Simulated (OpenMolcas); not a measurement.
**doublet [BBrCl2]+ at 6 levels**

Aim: a comparison of 6 runs (U-revPBE/cc-pVDZ, UBHLYP/cc-pVDZ, UM06-2X/cc-pVDZ, UM06-L/cc-pVDZ, UB3LYP/6-31G*, ROCCSD(T)/cc-pVDZ) of doublet [BBrCl2]+. 

The results are computed with OpenMolcas 26.06.

## 1. The system as given

The species is [BBrCl2]+ (4 atoms), meant as a doublet with charge +1. SMILES of the parent species: `ClB(Cl)Br`. The coordinates come from a PBE0-D4/def2-TZVP relaxation. That shape belongs to the parent species and isn't relaxed for this state.

Bond lengths: Cl1–B2 1.735 Å, B2–Cl3 1.735 Å, B2–Br4 1.901 Å. Angles: Cl1–B2–Cl3 120.1°, Cl1–B2–Br4 119.9°, Cl3–B2–Br4 119.9°.

## 2. A single-point energy at U-revPBE/cc-pVDZ (run 1)

Input file test.input:

```
>>> EXPORT MOLCAS_PRINT=2

&GATEWAY
  BasLib=$CurrDir
  Coord
  4
  angstrom
  Cl       0.582100       0.666000       1.510800
  B        0.037200      -0.038100       0.022100
  Cl       0.444300      -1.679200      -0.365600
  Br      -1.008100       0.991100      -1.187600
  Basis=cc-pVDZ
  Group=NoSym

&SEWARD
  GridInput
  Grid=UltraFine
  End of Grid

&SCF
  UHF
  Charge=1
  Spin=2
  KSDFT=revPBE
  Thresholds=1e-10 1e-07 1e-07 1e-05
  PrOrbitals=1 1
```

The basis set cc-pVDZ is read from a file made from the Basis Set Exchange's data (not shown).

Launch:

```console
$ export MOLCAS_MEM=1860
$ pymolcas test.input > test.log
```

The log of the run:

```text
--- Start Module: gateway ---
[...]
--- Stop Module: gateway /rc=_RC_ALL_IS_WELL_ ---
--- Start Module: seward ---
[...]
      Basis functions           77
--- Stop Module: seward /rc=_RC_ALL_IS_WELL_ ---
[...]
--- Start Module: scf ---
[...]
       Convergence after  25 Iterations
[...]
::    Total KS-DFT energy                           -3518.7286359317
[...]
      Total spin, S                                     0.5006758235
[...]
      Total electronic charge=   73.000000
      Total            charge=    1.000000
[...]
      Dipole Moment (debye):
      Origin of the operator (angstrom)=   -0.2706    0.2650   -0.3342
                   X=  5.3666E-01               Y= -5.2840E-01               Z=  6.2117E-01           Total=  9.7625E-01
      Center of Charge (angstrom)
[...]
--- Stop Module: scf /rc=_RC_ALL_IS_WELL_ ---
[...]
```

Run time: 38 s. Hardware: 1 thread of Arm Neoverse V1, shared host; peak memory 0.44 GiB.

## 3. A single-point energy at UBHLYP/cc-pVDZ (run 2)

Input file mol.xyz:

```xyz
4

Cl     0.582100     0.666000     1.510800
B      0.037200    -0.038100     0.022100
Cl     0.444300    -1.679200    -0.365600
Br    -1.008100     0.991100    -1.187600
```

Input file job.inp:

```
&GATEWAY
 BasLib=$CurrDir
 Coord=mol.xyz
 Basis=cc-pVDZ
 Group=NoSym

&SEWARD
 GridInput
 Grid=UltraFine
 End of Grid

&SCF
 UHF
 Charge=1
 Spin=2
 KSDFT=HYB_GGA_XC_BHANDHLYP
 Thresholds=1e-10 1e-07 1e-07 1e-05
 PrOrbitals=1 2
```

The basis set cc-pVDZ is read from a file made from the Basis Set Exchange's data (not shown).

Launch:

```console
$ export MOLCAS_MEM=1860
$ pymolcas job.inp > job.log
```

The log of the run:

```text
--- Start Module: gateway ---
[...]
--- Stop Module: gateway /rc=_RC_ALL_IS_WELL_ ---
--- Start Module: seward ---
[...]
      Basis functions           77
--- Stop Module: seward /rc=_RC_ALL_IS_WELL_ ---
[...]
--- Start Module: scf ---
[...]
       Convergence after  24 Iterations
[...]
::    Total KS-DFT energy                           -3519.0787428857
[...]
      Total spin, S                                     0.5027122778
[...]
      Total electronic charge=   73.000000
      Total            charge=    1.000000
[...]
      Dipole Moment (debye):
      Origin of the operator (angstrom)=   -0.2706    0.2650   -0.3342
                   X= -5.1217E-01               Y=  5.0401E-01               Z= -5.9232E-01           Total=  9.3123E-01
      Center of Charge (angstrom)
[...]
--- Stop Module: scf /rc=_RC_ALL_IS_WELL_ ---
[...]
```

It took 38 s on 1 thread of Arm Neoverse V1, shared host; peak memory 0.44 GiB.

Runs 3 to 5 aren't shown in full; the table further down has their settings and results.

## 4. The energy at ROCCSD(T)/cc-pVDZ (run 6)

Input file job.inp:

```
* BBrCl2 CCSD(T)
>>> EXPORT MOLCAS_PRINT=2
&GATEWAY
BasLib = $CurrDir
Coord
4
angstrom
Cl       0.582100       0.666000       1.510800
B        0.037200      -0.038100       0.022100
Cl       0.444300      -1.679200      -0.365600
Br      -1.008100       0.991100      -1.187600
Basis = cc-pVDZ
Group = NoSym
&SEWARD
&SCF
UHF
Charge = 1
Spin = 2
Thresholds = 1e-10 1e-07 1e-07 1e-05
PrOrbitals = 1 2
&RASSCF
FileOrb = $Project.UnaOrb
Spin = 2
Nactel = 1 0 0
Inactive = 36
Ras2 = 1
OutOrbitals = Canonical
OrbListing = NoCore
&MOTRA
JobIph
Frozen = 20
&CCSDT
CCT
Triples = 3
Iterations = 80
Accuracy = 1e-08
Extrapolation = 5 4
```

The basis set cc-pVDZ is read from a file made from the Basis Set Exchange's data (not shown).

Launch:

```console
$ export MOLCAS_MEM=1860
$ pymolcas job.inp > job.log
```

The log of the run:

```text
--- Start Module: gateway ---
[...]
--- Stop Module: gateway /rc=_RC_ALL_IS_WELL_ ---
[...]
      Basis functions           77
[...]
       Convergence after  22 Iterations
[...]
::    Total SCF energy                              -3515.8137773151
[...]
      Total spin, S                                     0.5039536787
[...]
      Number of active orbitals                  1
[...]
      Spin quantum number                      0.5
[...]
      Active orbitals                            1
[...]
      Number of CSFs                             1
[...]
      Number of root(s) required                 1
[...]
      Convergence after  8 iterations
[...]
      printout of CI-coefficients larger than  0.05 for root  1
      energy=   -3515.809776
      conf/sym  1     Coeff  Weight
             1  u   1.00000 1.00000
      Natural orbitals and occupation numbers for root  1
      sym 1:   1.000000
      ************************************************************************************************************************
      *                                                    Final results                                                     *
[...]
::    RASSCF root number  1 Total energy:  -3515.80977632
[...]
      Total electronic charge=   73.000000
      Total            charge=    1.000000
[...]
      Dipole Moment (debye):
      Origin of the operator (angstrom)=   -0.2706    0.2650   -0.3342
                   X= -1.5092E+00               Y=  1.4860E+00               Z= -1.7456E+00           Total=  2.7446E+00
      Center of Charge (angstrom)
[...]
--- Start Module: motra ---
[...]
      *** WARNING: Default frozen orbitals is overwritten by user input.
      *** Default values:  25
[...]
--- Stop Module: motra /rc=_RC_ALL_IS_WELL_ ---
--- Start Module: ccsdt ---
[...]
      Convergence after                    23  Iterations
      Total energy (diff) :   -3516.30897834       0.00000000
[...]
 METHOD                       : CCSD+T(CCSD)+<T3(1)WT1>+<T3(1)UT2> = CCSD(T)
[...]
       CCSD     =     -3516.3089783357018
[...]
--- Stop Module: ccsdt /rc=_RC_ALL_IS_WELL_ ---
[...]
```

Run time: 42 s. Hardware: 1 thread of Arm Neoverse V1, shared host; peak memory 0.44 GiB.

## 5. Overview of the runs

| run | level | Cartesian functions | integration grid | energy (Eh) | HOMO energy (eV) | LUMO energy (eV) | ⟨S²⟩ | wall time |
| --- | --- | --- | --- | --- | --- | --- | --- | --- |
| 1 | U-revPBE/cc-pVDZ | no | UltraFine | -3518.728636 | -14.02 | -13.43 | 0.751 | 38 s |
| 2 | UBHLYP/cc-pVDZ | no | UltraFine | -3519.078743 | -16.08 | -12.45 | 0.755 | 38 s |
| 3 | UM06-2X/cc-pVDZ | no | UltraFine | -3519.096687 | -16.15 | -12.24 | 0.755 | 57 s |
| 4 | UM06-L/cc-pVDZ | no | UltraFine | -3519.010380 | -14.53 | -13.71 | 0.753 | 62 s |
| 5 | UB3LYP/6-31G* (Cartesian functions) | yes | UltraFine | -3518.844741 | -15.09 | -13.21 | 0.753 | 30 s |
| 6 | ROCCSD(T)/cc-pVDZ | no | – | -3516.325340 | – | – | – | 42 s |

## 6. Outcome

| quantity | value |
| --- | --- |
| run 6: total energy | -3516.32534 Eh |
| run 6: (T) correction | -16.36 mEh |

Totals of different functionals can't be ranked against each other. All runs together took 4.5 min, the longest 62 s.
